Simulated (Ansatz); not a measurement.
# Gallium trichloride (monomer) (GaCl3): up Jacob's ladder to CCSD(T)

An exercise on one series of results from a longer session: the logs are not shown, and one member is left open.

Program: Ansatz 0.2.0, Gaussian basis. Level of theory: functionals in def2-TZVPP, the program's frozen cores in correlated methods. These are calculated values, not measurements.

Plan: LDA (SPW92), PBE-D4, revPBE-D4, BLYP-D4, r2SCAN-D4, B97M-V, PBE0-D4, B3LYP-D4, r2SCANh-D4, r2SCAN0-D4, HSE06-D4, BHLYP-D4, CAM-B3LYP-D4, LC-ωPBE, ωB97X-V, ωB97M-V, B2PLYP, PBE-QIDH; CCSD(T)/def2-SVP; CCSD(T)/def2-TZVPP; MP2/def2-QZVPP; extrapolation to the limit; RPA on PBE.

## Structure used throughout

All runs share one geometry, relaxed beforehand with PBE0-D4 in a triple-zeta def2 set.

SMILES `[Cl][Ga]([Cl])[Cl]`, 4 atoms, charge 0, spin multiplicity 1.

Atoms are counted from 1 here; the program's logs count them from 0.

Bond lengths: Cl1–Ga2 2.112 Å, Ga2–Cl3 2.112 Å, Ga2–Cl4 2.112 Å. Angles: Cl1–Ga2–Cl3 120.0°, Cl1–Ga2–Cl4 120.0°, Cl3–Ga2–Cl4 120.0°.

Geometry (Å):

```csv
atom,x (Å),y (Å),z (Å)
Cl1,0.86670,0.37145,1.88746
Ga2,0.01383,-0.01511,-0.00513
Cl3,-0.09029,-1.99504,-0.73158
Cl4,-0.73474,1.57830,-1.17106
```

The first run:

File in.yaml:

```yaml
crystal:
  periodic: [false, false, false]
  atoms:
    - {symbol: Cl, position_ang: [0.866702, 0.371448, 1.887460]}
    - {symbol: Ga, position_ang: [0.013828, -0.015106, -0.005125]}
    - {symbol: Cl, position_ang: [-0.090285, -1.995040, -0.731580]}
    - {symbol: Cl, position_ang: [-0.734744, 1.578298, -1.171056]}
basis:
  gaussian: {orbitals: def2-TZVPP}
hamiltonian: {xc: lda}
output: {orbitals: {seedname: orbitals}}
```

Steps of the session up to this table: LDA; PBE-D4 (GGA); revPBE-D4 (GGA); BLYP-D4 (GGA); r2SCAN-D4 (meta-GGA); B97M-V (meta-GGA); PBE0-D4 (hybrid); B3LYP-D4 (hybrid); r2SCANh-D4 (hybrid); r2SCAN0-D4 (hybrid); HSE06-D4 (hybrid); BHLYP-D4 (hybrid); CAM-B3LYP-D4 (range-separated); LC-ωPBE-D4 (range-separated; the results give it without D4); ωB97X-V (range-separated); ωB97M-V (range-separated); B2PLYP (double hybrid); PBE-QIDH (double hybrid).

One table of the session follows, with a row left open; its other results are not shown here.

It belongs to the step «Frontier levels by functional». 

| functional | HOMO (eV) | LUMO (eV) | gap (eV) |
| --- | --- | --- | --- |
| LDA (SPW92) | -8.17 | -3.21 | 4.96 |
| PBE-D4 | -8.01 | -2.89 | 5.13 |
| revPBE-D4 | -7.96 | -2.75 | 5.20 |
| BLYP-D4 | -7.83 | -2.84 | 4.99 |
| r2SCAN-D4 | -8.40 | -2.62 | 5.78 |
| B97M-V | -8.47 | -2.65 | 5.82 |
| PBE0-D4 | ? | ? | ? |
| B3LYP-D4 | -9.15 | -2.27 | 6.88 |
| r2SCANh-D4 | -8.93 | -2.29 | 6.64 |
| r2SCAN0-D4 | -9.71 | -1.79 | 7.93 |
| HSE06-D4 | -9.06 | -2.31 | 6.74 |
| BHLYP-D4 | -10.73 | -1.00 | 9.73 |
| CAM-B3LYP-D4 | -10.83 | -0.96 | 9.87 |
| LC-ωPBE | -12.32 | 0.35 | 12.67 |
| ωB97X-V | -11.91 | 0.20 | 12.11 |
| ωB97M-V | -11.73 | 0.04 | 11.76 |

Estimate the missing values for PBE0-D4.

As computed: HOMO (eV): -9.46; LUMO (eV): -1.94; gap (eV): 7.52. In the column «HOMO (eV)» it lies between r2SCAN0-D4 (-9.71) and B3LYP-D4 (-9.15).
